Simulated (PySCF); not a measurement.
# C4H9Cl3Sn (SnCl3(nBu)): the cost of one run

Computed with PySCF 2.14.0 and routines of our own; the level stands in each step. Atoms count from 0.

### 1 The starting structure

17 atoms, charge 0, multiplicity 1; geometry from: GFN2-xTB.

### 2 Geometry optimisation at PBE0-D3(BJ)/def2-SVP

The job: settings as JSON, then the geometry in Å.

```
{"job": {"xc": "PBE0", "basis": "def2-SVP", "d3": "d3bj", "grid": 1, "maxiter": 30, "shake": 0.03, "kind": "geom"}, "charge": 0, "multiplicity": 1}
Sn     1.428880     1.818850     1.633280
Cl     1.405390     2.027170     3.954380
Cl     3.537180     2.017680     0.887130
Cl     0.469230     3.891460     0.870430
C      0.303420     0.032710     0.780240
C      0.296950     0.049750    -0.698240
C     -0.290780    -1.266520    -1.226490
C     -1.762070    -1.360450    -0.940580
H      0.860420    -0.760730     1.301630
H     -0.689130     0.110970     1.276120
H     -0.277770     0.879350    -1.053500
H      1.349480     0.102180    -1.047640
H     -0.259380    -1.243170    -2.338090
H      0.158850    -2.111220    -0.788300
H     -2.233810    -2.281040    -1.426930
H     -1.991720    -1.444610     0.162820
H     -2.333680    -0.462980    -1.286000
```

Launch:

```bash
$ OMP_NUM_THREADS=1 python heavy_run.py task.json out
```

The driver reads the jobs from task.json and runs them one after another.

Q: Estimate the wall time and peak memory of this first job on 1 thread of Intel Xeon Platinum 8488C, shared host.

About 3.2 min, with a peak of 0.83 GiB.
